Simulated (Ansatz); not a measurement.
# CH6O3Si: the cost of one run

All numbers below are computed with Ansatz 0.2.0 (RKS PBE-D4/6-31G*).

### Step 1. The structure to begin with

Bond lengths: O1–C2 1.355 Å, C2–O3 1.381 Å, O3–Si4 1.717 Å, Si4–O5 1.594 Å, O1–H6 0.990 Å, C2–H7 1.074 Å, C2–H8 1.117 Å, Si4–H9 1.402 Å, Si4–H10 1.532 Å, O5–H11 0.987 Å. Angles (14 of 15 angles, heavy atoms first): O1–C2–O3 106.8°, C2–O3–Si4 118.9°, O3–Si4–O5 110.0°, O1–C2–H7 110.4°, O1–C2–H8 107.2°, O3–C2–H7 110.6°, O3–C2–H8 110.2°, C2–O1–H6 109.4°, O3–Si4–H9 109.7°, O3–Si4–H10 104.3°, O5–Si4–H9 112.8°, O5–Si4–H10 109.0°, Si4–O5–H11 115.2°, H7–C2–H8 111.6°.

Structure file:

```xyz
11

O    -1.6162    1.6034   -0.8266
C    -1.0016    0.3965   -0.7957
O    -0.0513    0.4587    0.2045
Si    1.0562   -0.8421    0.3807
O     2.0229   -0.5700    1.6186
H    -2.1101    1.7424    0.0197
H    -1.7139   -0.3804   -0.5911
H    -0.5085    0.2524   -1.7874
H     1.7533   -1.0345   -0.8208
H     0.1716   -2.0522    0.6967
H     2.0630    0.3688    1.9219
```

### Step 2. Relaxing end A

File input.yaml:

```yaml
crystal:
  periodic: [false, false, false]
  atoms:
    - { symbol: O, position_ang: [-1.6162, 1.6034, -0.8266] }
    - { symbol: C, position_ang: [-1.0016, 0.3965, -0.7957] }
    - { symbol: O, position_ang: [-0.0513, 0.4587, 0.2045] }
    - { symbol: Si, position_ang: [1.0562, -0.8421, 0.3807] }
    - { symbol: O, position_ang: [2.0229, -0.57, 1.6186] }
    - { symbol: H, position_ang: [-2.1101, 1.7424, 0.0197] }
    - { symbol: H, position_ang: [-1.7139, -0.3804, -0.5911] }
    - { symbol: H, position_ang: [-0.5085, 0.2524, -1.7874] }
    - { symbol: H, position_ang: [1.7533, -1.0345, -0.8208] }
    - { symbol: H, position_ang: [0.1716, -2.0522, 0.6967] }
    - { symbol: H, position_ang: [2.063, 0.3688, 1.9219] }
basis:
  gaussian: { orbitals: "6-31G*" }
hamiltonian:
  xc: pbe
  dispersion: d4
relax:
  f_tol: 0.015
  max_steps: 40
```

Run with:

```console
$ ansatz run input.yaml --threads 1 --pin off --max-ram 2048MiB --backend cpu --events-out ev --progress --plain --runs-dir out
```

What time and memory should one allow on 1 thread of an x86-64 CPU, shared host?

About 43 s, with a peak of 0.15 GiB.
